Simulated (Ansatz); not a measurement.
# CaI2: a single-point run

The task is a single-point run on CaI2. The structure is shown as the input types it.

Computed with Ansatz 0.2.0 (DFT, LDA, norm-conserving pseudopotentials, Ansatz's default files, scalar-relativistic, unless a step's input says otherwise).

## 1. The starting structure

Symmetry: P-3m1, No. 164, trigonal system. The conventional cell has a = 3.626 Å, b = 3.626 Å, c = 6.187 Å, α = 90.00°, β = 90.00°, γ = 120.00°. Ca (site symmetry -3m) has 6 I at 2.79 Å as nearest neighbours. Around I (site symmetry 3m) lie 3 Ca at 2.79 Å.

Structure file:

```cif
data_structure
_symmetry_space_group_name_H-M 'P-3m1'
_symmetry_Int_Tables_number 164
_cell_length_a 3.6258
_cell_length_b 3.6258
_cell_length_c 6.1871
_cell_angle_alpha 90.000
_cell_angle_beta 90.000
_cell_angle_gamma 120.000
_cell_volume 70.44
loop_
_atom_site_label
_atom_site_type_symbol
_atom_site_symmetry_multiplicity
_atom_site_Wyckoff_symbol
_atom_site_fract_x
_atom_site_fract_y
_atom_site_fract_z
_atom_site_occupancy
Ca1 Ca 1 a 0.00000 0.00000 0.00000 1
I1 I 2 d 0.33333 0.66667 0.29715 1
```

## 2. The run

Contents of input.yaml:

```yaml
crystal:
  lattice:
    - [3.6257686089, 0.0, 0.0]
    - [-1.8128843045, 3.1400077236, 0.0]
    - [0.0, 0.0, 6.1870777552]
  atoms:
    - { symbol: Ca, position: [0.0, 0.0, 0.0] }
    - { symbol: I, position: [0.3333333333, 0.6666666667, 0.2971520148] }
    - { symbol: I, position: [0.6666666667, 0.3333333333, 0.7028479852] }
kpoints:
  mp_grid: { grid: [7, 7, 4] }
scf:
  occupations: { method: fermi_dirac, width: 0.03 }
  max_iter: 80
hamiltonian:
  xc: lda
  pseudopotentials: { kind: nc }
output:
  forces: true
  stress: true
  eigenvalues: true
  populations: true
magnetization:
  spin_polarized: many
```

On the command line:

```
ansatz run input.yaml --threads 1 --pin off --max-ram 3072MiB --backend cpu --events-out ev --progress --plain --runs-dir out
```

**Question.** How will this run end, and is anything wrong with its input?

Nothing was computed: the input was turned down at the start. Its message: «line 24 column 19: invalid boolean (strict mode expects true/false)»

Look at the input: magnetization.spin_polarized is many. The parser can't turn the typed value into what the key holds.

Remedy: delete magnetization.spin_polarized (the default then holds).
